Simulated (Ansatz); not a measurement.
# CdTe6: the cost of one run

Method: DFT PBE, scalar-relativistic, plane waves, PAW, unless a step names another level, in Ansatz 0.2.0.

7 further runs of the same task are left out: 2 that didn't finish, 5 set aside as unsound or not needed.

## Step 1: Plan

Pauling electronegativities: Cd 1.69, Te 2.10 (spread 0.41). No set of common oxidation states balances it. Tabulated atomic sizes suggest about 32 Å³/atom. 34 candidates were drawn, by swapping species into database cells of other compounds, at random by space group and Wyckoff sites, or by hand, as the table says:

```tsv
name	made from	space group no.	Wyckoff sites	atoms (primitive cell)	V (Å³/atom)
c01	database cell of Ti6O	162	Cd 1a; Te 6k	7	37.7
c02	database cell of Zn6Mo	225	Cd 4a; Te 24d	7	34.6
c03	random	160	Cd 3a; Te 9b, 9b	7	32.4
c04	built by hand: CdI2-type CdTe2 slab with Te bilayers	166	Cd 3a; Te 6c, 6c, 6c	7	31.2
c05	database cell of SmC6	191	Cd 1a; Te 6k	7	26.8
c06	random	166	Cd 3a; Te 9e, 9d	7	38.3
c07	built by hand: CdTe + Te segregated slab, (111) stacking	156	Cd 1a; Te 1b, 1a, 1c, 1c, 1a, 1b	7	31.6
c08	random	191	Cd 1b; Te 6j	7	40.7
c09	database cell of LaB6	221	Cd 1a; Te 6f	7	30.7
c10	random	191	Cd 1a; Te 1b, 3f, 2e	7	33.3
c11	database cell of RuF6	229	Cd 2a; Te 12e	7	44.1
c12	random	225	Cd 4b; Te 24e	7	33.8
c13	database cell of ReCl6	148	Cd 3a; Te 18f	7	31.2
c14	built by hand: CdTe2 tetrahedral layer with Te slab, (001) stacking	115	Cd 1a; Te 2g, 2f, 2g	7	31.5
c15	database cell of MoCl6	162	Cd 1b; Te 6k	7	32.5
c16	random	191	Cd 1a; Te 6m	7	32.1
c17	random	47	Cd 1c; Te 4z, 1e, 1h	7	32.4
c18	random	166	Cd 3b; Te 9d, 9e	7	37.8
c19	random	123	Cd 1a; Te 4i, 2f	7	32.9
c20	database cell of CeB6	221	Cd 1b; Te 6e	7	30.2
c21	random	187	Cd 1a; Te 3k, 1e, 2i	7	40.6
c22	random	175	Cd 1a; Te 6k	7	37.4
c23	random	191	Cd 1b; Te 6k	7	33.8
c24	random	139	Cd 2b; Te 8i, 4e	7	35.8
c25	random	191	Cd 1b; Te 2e, 4h	7	32.4
c26	random	99	Cd 1b; Te 1a, 4f, 1a	7	37.2
c27	random	123	Cd 1d; Te 2g, 4j	7	31.6
c28	random	216	Cd 4a; Te 24g	7	32.4
c29	random	65	Cd 2a; Te 4h, 4l, 4e	7	33.5
c30	random	216	Cd 4c; Te 16e, 4a, 4b	7	33.6
c31	random	156	Cd 1a; Te 6e	7	34.8
c32	database cell of TcF6	139	Cd 2a; Te 8i, 4e	7	44.1
c33	random	229	Cd 2a; Te 12d	7	33.6
c34	random	225	Cd 4a; Te 24e	7	32.5
```

## Step 2: Screening run of c06

Contents of input.yaml:

```yaml
crystal:
  lattice:
    - [3.82462512, 2.20814834, 5.29085757]
    - [-3.82462512, 2.20814834, 5.29085757]
    - [0.0, -4.41629669, 5.29085757]
  atoms:
    - { symbol: Cd, position: [0.0, 0.0, 0.0] }
    - { symbol: Te, position: [0.5, 0.5, 0.0] }
    - { symbol: Te, position: [0.0, 0.5, 0.5] }
    - { symbol: Te, position: [0.5, 0.0, 0.5] }
    - { symbol: Te, position: [0.0, 0.0, 0.5] }
    - { symbol: Te, position: [0.5, 0.0, 0.0] }
    - { symbol: Te, position: [0.0, 0.5, 0.0] }
basis:
  ecutwfc: 420
kpoints:
  mp_grid: { grid: [3, 3, 3] }
hamiltonian:
  xc: pbe
scf:
  occupations: { method: gaussian, width: 0.2 }
  lower_state_search: "off"
output:
  forces: true
  stress: true
  eigenvalues: true
relax:
  adjacent_minimum: "off"
  f_tol: 0.08
  max_steps: 16
  cell: { stress_tol: 0.8 }
```

Launch:

```console
$ ansatz run input.yaml --threads 1 --pin off --max-ram 2560MiB --backend cpu --events-out ev --progress --plain --runs-dir out
```

What time and memory should one allow on 1 thread of Intel Xeon Platinum 8375C at 2.90GHz (Ice Lake), shared host?

About 39 s, with a peak of 0.61 GiB.
